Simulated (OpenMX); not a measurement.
Runs of OpenMX 3.8.5 on HfGe. Symmetry: Pm-3m, No. 221, cubic system. The conventional cell has a = 3.501 Å, b = 3.501 Å, c = 3.501 Å, α = 90.00°, β = 90.00°, γ = 90.00°. Around Hf (site symmetry m-3m) lie 8 Ge at 3.03 Å. Around Ge (site symmetry m-3m) lie 8 Hf at 3.03 Å. The cell was built by a generator and needn't be a form met in nature.

| task | level | potentials or basis | spin | cell | k mesh | SCF threshold | optimiser | force threshold | max steps of the ions | pressure (GPa) | moment (μB) |
| --- | --- | --- | --- | --- | --- | --- | --- | --- | --- | --- | --- |
| relaxation of cell and atoms | PBE | OpenMX 2013 PBE set, Hf7.0-s3p2d2, Ge7.0-s2p2d1, grid cutoff 400 Ry | off | relaxed from: as made, not relaxed: species swapped into the ErZn type (Pm-3m, No. 221) | 5 × 5 × 5 | 1e-08 Ha | RFC5 | 3.0e-4 Ha/bohr | 30 | 0.1 | - |
| band structure | PBE | OpenMX 2013 PBE set, Hf7.0-s3p2d2f1, Ge7.0-s3p2d2, grid cutoff 400 Ry | non-collinear, zero start | as given | 5 × 5 × 5 | 1e-07 Ha | - | - | - | - | 0.00 |
| band structure | PBE | OpenMX 2013 PBE set, Hf7.0-s3p2d2f1, Ge7.0-s3p2d2, grid cutoff 400 Ry | off | as given | 7 × 7 × 7 | 1e-08 Ha | - | - | - | -11.3 | - |
| band structure | PBE | OpenMX 2013 PBE set, Hf7.0-s3p2d2f1, Ge7.0-s3p2d2, grid cutoff 400 Ry | non-collinear, zero start, SOC | as given | 5 × 5 × 5 | 1e-07 Ha | - | - | - | - | 0.00 |
| band structure | LDA | OpenMX 2013 LDA set, Hf7.0-s3p2d2f1, Ge7.0-s3p2d2, grid cutoff 400 Ry | off | as given | 7 × 7 × 7 | 1e-08 Ha | - | - | - | (a) | - |

Alike in all rows: smearing fermi-dirac 0.05 eV.

Task: Estimate the missing entries.

Result: (a) -17.5.

Caveats: the basis of atomic orbitals isn't converged, which shifts pressures, moduli and gaps; the energies along the path lack the entropy term of the smearing (some runs); total energies with and without spin-orbit coupling shouldn't be compared in this program (some runs).

Not every run made on this cell is shown here.
